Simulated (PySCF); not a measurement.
# C6H5F3O: runs on many settings, part 2 of 2

PySCF 2.14.0. Atoms count from 0. The steps go on from the part before.

## 4. TDDFT and polarisability: CAM-B3LYP/6-311G**

The job: settings as JSON, then the geometry in Å.

```
{"job": {"kind": "uv", "xc": "CAM-B3LYP", "basis": "6-311G**", "nstates": 25, "ntriplets": 0, "tda": false, "grid": 4}, "charge": 0, "multiplicity": 1}
C     -3.022380     0.567524    -1.213531
C     -1.988715     0.395588    -0.426800
C     -1.239702     0.594735     0.810410
C     -0.694056    -0.166694    -0.131664
O      0.300892    -0.946658    -0.541504
C      1.382757    -1.094351     0.346168
C      2.352420     0.090645     0.269609
F      2.782367     0.318255    -0.971700
F      3.434788    -0.145273     1.027596
F      1.809944     1.229280     0.715946
H     -3.068475     0.111078    -2.186229
H     -3.856146     1.175941    -0.911768
H     -1.173807     1.057457     1.763954
H      1.927058    -1.992152     0.040124
H      1.048643    -1.187386     1.387476
```

Level: TDDFT CAM-B3LYP/6-311G**, vertical, gas phase, core orbitals frozen in the response.

Output:

```text
coarse grid: 13960 points
cycle   1  E = -605.9698573654  dE =  2.220e+00  |g| = 1.134e+00  |ddm| = 3.358e+00
cycle   2  E = -605.8691070030  dE =  1.008e-01  |g| = 1.469e+00  |ddm| = 1.425e+00
cycle   3  E = -606.1995915444  dE = -3.305e-01  |g| = 7.157e-02  |ddm| = 7.562e-01
cycle   4  E = -606.2002790389  dE = -6.875e-04  |g| = 4.344e-02  |ddm| = 7.808e-02
cycle   5  E = -606.2006306386  dE = -3.516e-04  |g| = 1.635e-02  |ddm| = 3.970e-02
cycle   6  E = -606.2006827781  dE = -5.214e-05  |g| = 4.177e-03  |ddm| = 1.520e-02
cycle   7  E = -606.2006864902  dE = -3.712e-06  |g| = 9.738e-04  |ddm| = 4.588e-03
final grid: 364960 points
cycle   8  E = -606.2198996206  dE = -3.916e-05  |g| = 5.563e-03  |ddm| = 1.715e-02
cycle   9  E = -606.2198990085  dE =  6.121e-07  |g| = 6.082e-03  |ddm| = 6.089e-03
cycle  10  E = -606.2199045996  dE = -5.591e-06  |g| = 5.540e-04  |ddm| = 3.062e-03
cycle  11  E = -606.2199046472  dE = -4.761e-08  |g| = 2.105e-04  |ddm| = 5.214e-04
cycle  12  E = -606.2199046553  dE = -8.173e-09  |g| = 8.693e-05  |ddm| = 1.980e-04
cycle  13  E = -606.2199046568  dE = -1.493e-09  |g| = 1.374e-05  |ddm| = 6.746e-05
cycle  14  E = -606.2199046569  dE = -5.207e-11  |g| = 6.207e-06  |ddm| = 1.763e-05
converged SCF energy = -606.2199046569

Static polarisability (au): isotropic 67.369, principal 42.263 62.012 97.831

Singlet excitations
state   eV       nm        f      main configurations
  1   5.2923    234.3   0.03577   H->L 0.97
  2   6.4293    192.8   0.02052   H->L+1 0.61, H->L+3 0.25
  3   6.9965    177.2   0.07130   H->L+2 0.53, H->L+1 0.21, H->L+3 0.14
  4   7.2647    170.7   0.00744   H->L+5 0.67, H-1->L 0.09, H->L+7 0.08
  5   7.4045    167.4   0.06907   H-1->L 0.70, H->L+4 0.10
  6   7.4197    167.1   0.29282   H->L+4 0.78, H-1->L 0.12
  7   7.5917    163.3   0.13277   H->L+3 0.31, H->L+2 0.26, H->L+7 0.11
  8   8.1100    152.9   0.00762   H->L+7 0.58, H->L+6 0.14, H->L+3 0.12
  9   8.1906    151.4   0.05791   H->L+6 0.62, H->L+2 0.11, H->L+3 0.09
 10   8.2192    150.8   0.00603   H-3->L 0.81
 11   8.7759    141.3   0.12873   H-2->L 0.87
 12   8.9513    138.5   0.00725   H-1->L+4 0.36, H-1->L+6 0.20, H-1->L+1 0.13
 13   9.3641    132.4   0.00397   H->L+9 0.70
 14   9.5567    129.7   0.15916   H-1->L+1 0.42, H-1->L+3 0.11, H-1->L+2 0.09
 15   9.6526    128.4   0.03779   H-2->L+1 0.44, H-2->L+3 0.14, H-2->L+2 0.09
 16   9.9729    124.3   0.00470   H->L+8 0.26, H->L+10 0.23, H->L+9 0.15
 17  10.0576    123.3   0.07235   H-1->L+2 0.33, H-1->L+1 0.17, H-1->L+4 0.15
 18  10.2239    121.3   0.06562   H-3->L+1 0.46, H-2->L+2 0.09, H-3->L+3 0.08
 19  10.2963    120.4   0.01700   H-2->L+2 0.29, H-2->L+1 0.25, H-2->L+3 0.16
 20  10.4539    118.6   0.00411   H->L+8 0.43, H->L+11 0.20, H->L+13 0.20
 21  10.5332    117.7   0.04912   H-1->L+5 0.26, H-3->L+2 0.20, H-3->L+4 0.17
 22  10.5959    117.0   0.17681   H-1->L+5 0.31, H-3->L+2 0.17, H-3->L+4 0.09
 23  10.6462    116.5   0.03354   H-2->L+3 0.16, H->L+10 0.11, H-1->L+4 0.11
 24  10.6990    115.9   0.12288   H-1->L+3 0.18, H->L+10 0.17, H-1->L+2 0.09
 25  10.7585    115.2   0.04656   H-2->L+3 0.22, H->L+10 0.18, H-2->L+2 0.13
```

Run time: 64 s. Hardware: 1 thread of Intel Xeon 6975P-C, shared host; peak memory 1 GiB.

Key values: HOMO -7.15 eV, LUMO 1.39 eV; lowest singlet 5.29 eV.

## 5. Excited states and response: CAM-B3LYP/6-311G**

Settings changed since step 4:

```diff
@@ -1,2 +1,2 @@
-{"job": {"kind": "uv", "xc": "CAM-B3LYP", "basis": "6-311G**", "nstates": 25, "ntriplets": 0, "tda": false, "grid": 4}, "charge": 0, "multiplicity": 1}
+{"job": {"kind": "uv", "xc": "CAM-B3LYP", "basis": "6-311G**", "nstates": 6, "ntriplets": 2, "tda": false}, "charge": 0, "multiplicity": 1}
 C     -3.022380     0.567524    -1.213531
```

Method: TDDFT CAM-B3LYP/6-311G**, vertical, gas phase, core orbitals frozen in the response.

Output:

```text
coarse grid: 13960 points
cycle   1  E = -605.9698573654  dE =  2.220e+00  |g| = 1.134e+00  |ddm| = 3.358e+00
cycle   2  E = -605.8691070030  dE =  1.008e-01  |g| = 1.469e+00  |ddm| = 1.425e+00
cycle   3  E = -606.1995915444  dE = -3.305e-01  |g| = 7.157e-02  |ddm| = 7.562e-01
cycle   4  E = -606.2002790389  dE = -6.875e-04  |g| = 4.344e-02  |ddm| = 7.808e-02
cycle   5  E = -606.2006306386  dE = -3.516e-04  |g| = 1.635e-02  |ddm| = 3.970e-02
cycle   6  E = -606.2006827781  dE = -5.214e-05  |g| = 4.177e-03  |ddm| = 1.520e-02
cycle   7  E = -606.2006864902  dE = -3.712e-06  |g| = 9.738e-04  |ddm| = 4.588e-03
final grid: 140128 points
cycle   8  E = -606.2198995071  dE = -3.917e-05  |g| = 5.563e-03  |ddm| = 1.715e-02
cycle   9  E = -606.2198988961  dE =  6.110e-07  |g| = 6.082e-03  |ddm| = 6.092e-03
cycle  10  E = -606.2199044860  dE = -5.590e-06  |g| = 5.541e-04  |ddm| = 3.062e-03
cycle  11  E = -606.2199045336  dE = -4.763e-08  |g| = 2.105e-04  |ddm| = 5.213e-04
cycle  12  E = -606.2199045418  dE = -8.171e-09  |g| = 8.690e-05  |ddm| = 1.980e-04
cycle  13  E = -606.2199045433  dE = -1.489e-09  |g| = 1.375e-05  |ddm| = 6.742e-05
cycle  14  E = -606.2199045434  dE = -5.366e-11  |g| = 6.208e-06  |ddm| = 1.764e-05
converged SCF energy = -606.2199045434

Static polarisability (au): isotropic 67.369, principal 42.263 62.012 97.831

Singlet excitations
state   eV       nm        f      main configurations
  1   5.2922    234.3   0.03577   H->L 0.97
  2   6.4293    192.8   0.02051   H->L+1 0.61, H->L+3 0.25
  3   6.9966    177.2   0.07133   H->L+2 0.53, H->L+1 0.21, H->L+3 0.14
  4   7.2647    170.7   0.00744   H->L+5 0.67, H-1->L 0.09, H->L+7 0.08
  5   7.4045    167.4   0.06915   H-1->L 0.70, H->L+4 0.10
  6   7.4197    167.1   0.29270   H->L+4 0.78, H-1->L 0.12

Triplet excitations (Tamm-Dancoff, eV): 3.8151 4.9389
```

Wall time 33 s (1 thread of Intel Xeon 6975P-C, shared host); peak memory 1 GiB.

In short: HOMO -7.15 eV, LUMO 1.39 eV; lowest singlet 5.29 eV.

## 6. Excited states and response: PBE0/def2-SVPD

Settings changed since step 5:

```diff
@@ -1,2 +1,2 @@
-{"job": {"kind": "uv", "xc": "CAM-B3LYP", "basis": "6-311G**", "nstates": 6, "ntriplets": 2, "tda": false}, "charge": 0, "multiplicity": 1}
+{"job": {"kind": "uv", "xc": "PBE0", "basis": "def2-SVPD", "nstates": 3, "ntriplets": 5, "tda": false, "scf": {"aux": "sto-3g", "max_cycle": 81}}, "charge": 0, "multiplicity": 1}
 C     -3.022380     0.567524    -1.213531
```

Level: TDDFT PBE0/def2-SVPD, vertical, gas phase, core orbitals frozen in the response.

Output:

```text
final grid: 140128 points
cycle   1  E = -611.1088041051  dE =  1.632e+00  |g| = 7.903e-01  |ddm| = 1.220e+01
cycle   2  E = -611.0827915769  dE =  2.601e-02  |g| = 9.412e-01  |ddm| = 3.497e+00
cycle   3  E = -611.2543131875  dE = -1.715e-01  |g| = 8.881e-02  |ddm| = 1.801e+00
cycle   4  E = -611.2555258411  dE = -1.213e-03  |g| = 5.642e-02  |ddm| = 5.875e-01
cycle   5  E = -611.2561665673  dE = -6.407e-04  |g| = 2.255e-02  |ddm| = 2.290e-01
cycle   6  E = -611.2562870924  dE = -1.205e-04  |g| = 4.261e-03  |ddm| = 7.810e-02
cycle   7  E = -611.2562909817  dE = -3.889e-06  |g| = 1.961e-03  |ddm| = 1.690e-02
cycle   8  E = -611.2562918821  dE = -9.004e-07  |g| = 3.194e-04  |ddm| = 4.811e-03
cycle   9  E = -611.2562919059  dE = -2.385e-08  |g| = 1.396e-04  |ddm| = 1.496e-03
cycle  10  E = -611.2562919106  dE = -4.630e-09  |g| = 4.615e-05  |ddm| = 5.511e-04
cycle  11  E = -611.2562919112  dE = -5.728e-10  |g| = 1.248e-05  |ddm| = 2.014e-04
converged SCF energy = -611.2562919112

Static polarisability (au): isotropic 69.600, principal 49.118 61.046 98.638

Singlet excitations
state   eV       nm        f      main configurations
  1   5.1667    240.0   0.02775   H->L 0.98
  2   5.9590    208.1   0.00264   H->L+1 0.90
  3   6.9579    178.2   0.00135   H->L+5 0.60, H->L+4 0.16, H->L+3 0.12

Triplet excitations (Tamm-Dancoff, eV): 4.1604 5.5081 5.9107 6.8902 7.5756
```

It took 24 s on 1 thread of Intel Xeon 6975P-C, shared host; peak memory 0.56 GiB.

It converged, yet the result is unsound: the fitting basis sto-3g is not made for Coulomb and exchange fitting here. Its HOMO lies at -4.66 eV, against -6.03 eV in step 3 (PBE0/def2-SVPD).

## 7. What came out

This closing draws on all 2 parts.

| quantity | value |
| --- | --- |
| ¹³C shifts against TMS (PBE0/pcSseg-1) | 162.7, 133.1, 125.8, 103.1, 72.6, 61.1 ppm |
| ¹H shifts against TMS (PBE0/pcSseg-1, means over atoms taken as alike) | 6.15, 4.51, 3.88, 3.72 ppm |
| ¹⁷O shifts against H2O (PBE0/pcSseg-1) | 116.2 ppm |
| ¹⁹F shifts against CFCl3 (PBE0/pcSseg-1, means over atoms taken as alike) | -87.4 ppm |
| surface potential, 1st and 99th percentile | -1.09 V and 1.66 V |
| lowest singlet (PBE0/def2-SVPD) | 4.89 eV (254 nm), f = 0.025 |
| brightest single state of those computed | state 6, 6.75 eV, f = 0.168 |
| lowest triplet | 3.62 eV |
| property runs in this session | 5, of which 0 failed and 1 gave unsound results |

Single values in the summary come from the first run of each kind that ended normally (PBE0/pcSseg-1; PBE0/def2-SVPD), which need not be the best level. H12 (hydrogen on a β carbon of an enol-ether or enamine type C=C) lies farthest downfield among hydrogen, at 6.15 ppm; olefinic region. The lowest singlet, at 4.89 eV, is HOMO→LUMO 0.97 and is weak; of the 6 states computed, the strongest absorption comes from state 6 at 6.75 eV (the last computed, so partners may be missing). The lowest triplet lies 1.27 eV below the lowest singlet (triplets in Tamm-Dancoff, singlets in full TDDFT). States above −ε(HOMO) lie where TDDFT describes them poorly and they hang on the basis; the brightest is among them.
